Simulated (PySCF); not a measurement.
# The bond of AlIn, level by level

Aim: find the lowest electronic state of AlIn, scan its bond at several levels of theory, and get bond length, wavenumber and dissociation energy from each curve.

Method: Al x2c-SVPall, In x2c-SVPall, spin-free X2C with a Gaussian nucleus; program: PySCF 2.14.0.

### Step 1. Set-up

Settings of the job:

```json
{"atoms": "Al, In", "charge": "0", "basis": "Al x2c-SVPall, In x2c-SVPall", "Hamiltonian": "spin-free X2C with a Gaussian nucleus", "basis functions": "54", "electrons treated": "62", "masses in u": "26.9815, 114.9039", "levels": "PBE0, PBE, r²SCAN, M06-2X, r²SCAN0, B2PLYP, ωB97X, HF, MP2, SCS-MP2, CCSD, CCSD(T)", "grid": "80 radial by 434 angular points", "occupations": "held fixed by the projection of orbital angular momentum", "dissociation limit": "Al + In, each in its ground configuration", "starting distance in angstrom": "2.585", "values of 2S to try": "0, 2"}
```

Launch:

```
$ OMP_NUM_THREADS=1 python dia.py task.json out
```

Further steps of the session: PBE0 along the bond; Other states along the same grid; PBE (GGA); r²SCAN (meta-GGA); M06-2X; r²SCAN0 (hybrid meta-GGA); B2PLYP; ωB97X; UHF (mean field); Correlated methods on the Hartree–Fock reference.

What does the calculation give? Wanted: for each run, Re; ωe; De; μ.

**Answer**, as computed:

Lowest PBE0 solution found, without spin–orbit coupling: ³Π (triplet), unpaired electrons σ ↑, π ↑. State 2 has its PBE0 minimum 0.12 eV higher. State 3 has its PBE0 minimum 0.14 eV higher, as a spin-mixed determinant (⟨S²⟩ = 1.02), so this is no gap between pure states. State 4 has its PBE0 minimum 0.29 eV higher, as a spin-mixed determinant (⟨S²⟩ = 1.01), so this is no gap between pure states. The other levels ran on the lowest alone.

```
      level  Re (Å)  ωe (cm⁻¹)  De (eV)  μ (D)
        UHF   2.908      201.9     0.69   0.52
    UHF-MP2   2.849      215.6     1.14    n/a
UHF-SCS-MP2   2.851      217.2     1.01    n/a
   UHF-CCSD   2.870      208.1     1.09    n/a
UHF-CCSD(T)   2.868      207.6     1.17    n/a
        PBE   2.903      188.4     1.52   0.57
     r²SCAN   2.870      198.8     1.52   0.42
       PBE0   2.870      201.2     1.41   0.56
    r²SCAN0   2.852      206.9     1.42   0.35
     M06-2X   2.867      202.6     1.21  -0.06
      ωB97X   2.824      221.9     1.27   0.65
     B2PLYP   2.877      201.1     1.21   0.35
```

De is counted to Al + In in their ground configurations. A positive dipole means Al(−)In(+).

Differences from CCSD(T) in the same basis:

| level | Re (mÅ) | ωe (%) |
| --- | --- | --- |
| UHF | +41 | -2.8 |
| UHF-MP2 | -19 | +3.8 |
| UHF-SCS-MP2 | -17 | +4.6 |
| UHF-CCSD | +2 | +0.2 |
| PBE | +35 | -9.3 |
| r²SCAN | +2 | -4.2 |
| PBE0 | +2 | -3.1 |
| r²SCAN0 | -16 | -0.4 |
| M06-2X | -1 | -2.4 |
| ωB97X | -44 | +6.9 |
| B2PLYP | +9 | -3.2 |

**Reading.** Judged by CCSD(T) in the same basis: best bond length M06-2X (-1 mÅ), worst ωB97X (-44 mÅ); best wavenumber UHF-CCSD (+0.2 %), worst PBE (-9.3 %). CCSD(T) in a basis this small is itself some way from its limit, more so than the functionals. Among the levels with a De in the table, it runs from 0.69 eV (UHF) to 1.52 eV (r²SCAN).

Correlated steps freeze 23 core orbitals. These are scalar-relativistic numbers at best; spin–orbit coupling would shift them, the dissociation energy most. B2PLYP dipoles, levels and charges come from its SCF part alone.
